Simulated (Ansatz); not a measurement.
# W12CO: the cost of one run

Method: DFT PBE, scalar-relativistic, plane waves, PAW, in Ansatz 0.2.0.

The COD cell was measured well above room temperature, so it is larger than a cold one.

**1. The starting structure**

The structure is orthorhombic, space group Cmm2 (No. 35). Conventional cell: a = 6.367 Å, b = 9.005 Å, c = 22.506 Å, α = 90.00°, β = 90.00°, γ = 90.00°. W (site symmetry mm2) is surrounded by 6 W at 2.70 to 2.76 Å. Around W (site symmetry 2) lie 6 W at 2.70 to 2.76 Å. W (site symmetry m) is surrounded by 8 W at 2.70 to 2.76 Å. W (site symmetry mm2) has 1 C at 2.19 Å in its first shell of neighbours. Only part of the 10 independent sites is listed.

Structure file:

```cif
data_structure
_symmetry_space_group_name_H-M 'P 1'
_symmetry_Int_Tables_number 1
_cell_length_a 5.5143
_cell_length_b 5.5143
_cell_length_c 22.5062
_cell_angle_alpha 90.000
_cell_angle_beta 90.000
_cell_angle_gamma 109.471
_cell_volume 645.23
loop_
_atom_site_label
_atom_site_type_symbol
_atom_site_fract_x
_atom_site_fract_y
_atom_site_fract_z
_atom_site_occupancy
W1 W 0.25000 0.25000 0.17773 1
W2 W 0.25000 0.75000 0.17773 1
W3 W 0.75000 0.25000 0.17773 1
W4 W 0.75000 0.75000 0.17773 1
W5 W 0.00000 0.00000 0.27451 1
W6 W 0.00000 0.50000 0.27451 1
W7 W 0.50000 0.00000 0.27451 1
W8 W 0.50000 0.50000 0.27451 1
W9 W 0.25000 0.25000 0.37128 1
W10 W 0.25000 0.75000 0.37128 1
W11 W 0.75000 0.25000 0.37128 1
W12 W 0.75000 0.75000 0.37128 1
C1 C 0.25000 0.25000 0.46859 1
O1 O 0.25000 0.25000 0.51969 1
```

This is the geometry of the first run shown, built on a cell relaxed beforehand with the same method.

**2. What is varied**

Atoms count from 1 in the order of the input.

CO is moved along a line over the surface and along the normal, above a rigid substrate.

First coordinate, position of C13 along the diagonal of the surface cell, from above W9: 6 values from 0.00 to 2.65 Å, periodic. Second coordinate, height of C13 above the plane of W9: 7 values from 1.39 to 4.19 Å.

Nothing else is relaxed. Points are written as (first, second).

**3. The run at (0.00 Å, 2.19 Å)**

The cell repeats along c, and a dipole correction in the vacuum removes the field between the copies.

input.yaml reads:

```yaml
crystal:
  lattice:
    - [5.5143287196, 0.0, 0.0]
    - [-1.8381095732, 5.1989589751, 0.0]
    - [0.0, 0.0, 22.5062160745]
  atoms:
    - { symbol: W, position: [0.25, 0.25, 0.1777286767] }
    - { symbol: W, position: [0.25, 0.75, 0.1777286767] }
    - { symbol: W, position: [0.75, 0.25, 0.1777286767] }
    - { symbol: W, position: [0.75, 0.75, 0.1777286767] }
    - { symbol: W, position: [0.0, 0.0, 0.274508017] }
    - { symbol: W, position: [0.0, 0.5, 0.274508017] }
    - { symbol: W, position: [0.5, 0.0, 0.274508017] }
    - { symbol: W, position: [0.5, 0.5, 0.274508017] }
    - { symbol: W, position: [0.25, 0.25, 0.3712848062] }
    - { symbol: W, position: [0.25, 0.75, 0.3712848062] }
    - { symbol: W, position: [0.75, 0.25, 0.3712848062] }
    - { symbol: W, position: [0.75, 0.75, 0.3712848062] }
    - { symbol: C, position: [0.25, 0.25, 0.4685912567] }
    - { symbol: O, position: [0.25, 0.25, 0.5196882513] }
basis:
  ecutwfc: 420
kpoints:
  mp_grid: { grid: [5, 5, 1] }
hamiltonian:
  xc: pbe
  pseudopotentials: { kind: paw, azcp: { folder: soft_1 } }
scf:
  occupations: { method: gaussian, width: 0.1 }
output:
  forces: true
  eigenvalues: true
efield:
  axis: 3
  dipole_correction: true
  ramp_width: 0.04
```

On the command line:

```bash
ansatz run input.yaml --threads 4 --pin off --max-ram 12288MiB --backend cpu --events-out ev --progress --plain --runs-dir out
```

What time and memory should one allow on 4 threads of Arm Neoverse N1, shared host?

About 34 s, with a peak of 1.7 GiB.
